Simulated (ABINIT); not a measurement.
ZnW2Se4:

```
CELL_PARAMETERS angstrom
3.31123 0.00000 0.00000
-1.65561 2.86761 0.00000
0.00000 0.00000 17.95801
ATOMIC_POSITIONS crystal
W 0.33333 0.66667 0.24043
W 0.00000 0.00000 0.77426
Se 0.00000 0.00000 0.33466
Se 0.33333 0.66667 0.68002
Se 0.33333 0.66667 0.86821
Se 0.00000 0.00000 0.14627
Zn 0.00000 0.00000 0.51315
```

The cell comes from a database or a generator and needn't be the stable form of this composition.

```yaml
Program: ABINIT 10.8.3 (patched build)
Task: single point
Functional: PBE
Potentials_or_basis: JTH PAW PBE v2.0
Cutoff: 599 eV
k_mesh: 9 × 9 × 2
Occupations: fermi-dirac, width 0.05 eV
Spin: no spin polarisation
```

On this cell: pressure -0.4 GPa; largest force 0.159 eV/Å; band gap on the k mesh 0.29 eV, indirect (least direct gap 0.35 eV).

The same run follows on a disturbed copy (atoms moved at random, drawn with an rms of 0.05 Å):

```xyz
7
Lattice="3.3112 0.0000 0.0000 -1.6556 2.8676 0.0000 0.0000 0.0000 17.9580" Properties=species:S:1:pos:R:3 pbc="T T T"
W     0.0242    1.9319    4.2746
W    -0.0285    0.0130   13.9435
Se    0.0165    0.0216    6.0792
Se    0.0128    1.9252   12.1675
Se    0.0022    1.9397   15.6321
Se   -0.0006    0.0037    2.6527
Zn    0.0266   -0.0151    9.1906
```

**Question.** What changes?

**Answer.** The energy moves by +26.8 meV/atom; pressure -1.9 GPa; largest force 2.299 eV/Å; band gap on the k mesh 0.24 eV, indirect (least direct gap 0.51 eV).

Forces in eV/Å, atoms in the order of the input:
```
W   -0.309 -0.157  2.273
W    0.566  0.137 -0.940
Se   0.060 -0.004 -1.505
Se  -0.289 -0.012  1.150
Se  -0.277 -0.126 -0.184
Se   0.251  0.162 -0.856
Zn  -0.002  0.000  0.062
```

Stress tensor (GPa, compression positive):
```
-1.17  0.30 -0.23
 0.30 -1.42 -0.44
-0.23 -0.44 -3.21
```

Caveats: spin-orbit coupling is left out, which moves the levels of the heavy elements; an odd mesh through Γ misses points on the zone boundary, where band edges often lie.
